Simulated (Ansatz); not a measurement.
# AlBH7OSi: the cost of one run

Method: UHF-MP2, frozen core/def2-SVP; program: Ansatz 0.2.0.

## 1. Starting geometry

10 atoms, charge 0, spin multiplicity 1.

Atoms are counted from 1 here; the program's logs count them from 0.

Bond lengths: B1–Si2 2.066 Å, B1–O4 1.637 Å, B1–H5 1.226 Å, B1–H6 1.226 Å, Si2–Al3 2.423 Å, Si2–H7 1.509 Å, Si2–H8 1.509 Å, Al3–O4 1.829 Å, Al3–H9 1.609 Å, O4–H10 0.974 Å. Angles: Si2–B1–O4 97.9°, Si2–B1–H5 112.9°, Si2–B1–H6 112.6°, O4–B1–H5 107.9°, O4–B1–H6 107.9°, H5–B1–H6 115.8°, B1–Si2–Al3 75.4°, B1–Si2–H7 121.7°, B1–Si2–H8 121.8°, Al3–Si2–H7 112.7°, Al3–Si2–H8 112.8°, H7–Si2–H8 108.0°, Si2–Al3–O4 81.3°, Si2–Al3–H9 166.8°, O4–Al3–H9 111.8°, B1–O4–Al3 105.4°, B1–O4–H10 115.9°, Al3–O4–H10 138.7°.

As a file:

```mol
AlBH6OSi
  3D, bonds by distance, orders not assigned

 10 10  0  0  0  0  0  0  0  0999 V2000
   -0.4917    0.8583   -0.6170 B   0  0
   -1.1126   -0.9646    0.1306 Si  0  0
    1.2032   -0.7787    0.8190 Al  0  0
    1.0534    0.8085   -0.0783 O   0  0
   -0.4633    0.8858   -1.8425 H   0  0
   -1.0495    1.8059   -0.0742 H   0  0
   -1.3579   -2.1500   -0.7708 H   0  0
   -2.0638   -1.0623    1.2983 H   0  0
    2.6764   -0.9824    1.4336 H   0  0
    1.6059    1.5795   -0.2987 H   0  0
  1  2  8  0
  1  4  8  0
  1  5  8  0
  1  6  8  0
  2  3  8  0
  2  7  8  0
  2  8  8  0
  3  4  8  0
  3  9  8  0
  4 10  8  0
M  END
```

This geometry comes from a loose relaxation at PBE in a small basis, which is not shown.

## 4. The grid

The probe is moved over the molecule's main plane (x and y are the axes of that plane, centred on the molecule).

The axes are (1) x of the probe's H atom: 17 values from −5.20 Å; (2) y of the probe's H atom: 15 values from −4.55 Å.

Nothing else is relaxed (molecule and probe rigid). Energies count from molecule and probe far apart, each relaxed in its own basis (no counterpoise correction). Points are written as (first, second).

The probe H moves over a plane: the molecule's main plane. The molecule is turned into the frame of its main axes, as the inputs below show.

(The set-up runs are not shown.)

## 5. Point (5.20 Å, 1.30 Å)

input.yaml reads:

```yaml
crystal:
  periodic: [false, false, false]
  atoms:
    - { symbol: B, position_ang: [-0.621585, -1.134268, -0.000403] }
    - { symbol: Si, position_ang: [-1.377139, 0.789215, 0.000269] }
    - { symbol: Al, position_ang: [1.019804, 1.077129, -0.000316] }
    - { symbol: O, position_ang: [0.97892, -0.732076, 0.00045] }
    - { symbol: H, position_ang: [-0.832136, -1.745281, 1.028583] }
    - { symbol: H, position_ang: [-0.831336, -1.743774, -1.030464] }
    - { symbol: H, position_ang: [-2.05171, 1.334801, 1.207179] }
    - { symbol: H, position_ang: [-2.052774, 1.335268, -1.205828] }
    - { symbol: H, position_ang: [2.47348, 1.693319, -0.001257] }
    - { symbol: H, position_ang: [1.60055, -1.470955, 0.000219] }
    - { symbol: H, position_ang: [5.2, 1.3, 0.0] }
magnetization:
  spin_polarized: true
  initial_magnetization: 1
basis:
  gaussian: { orbitals: def2-SVP }
hamiltonian:
  xc: hf
output:
  forces: true
correlation:
  method: mp2
scf:
  omitted_lower_state_checks: [cluster_reference]
```

Run with:

```bash
> ansatz run input.yaml --threads 1 --pin off --max-ram 2560MiB --backend cpu --events-out ev --progress --plain --runs-dir out
```

Q: Estimate wall time and peak memory on 1 thread of Arm Neoverse N1, shared host.

About 11 s, with a peak of 0.27 GiB.
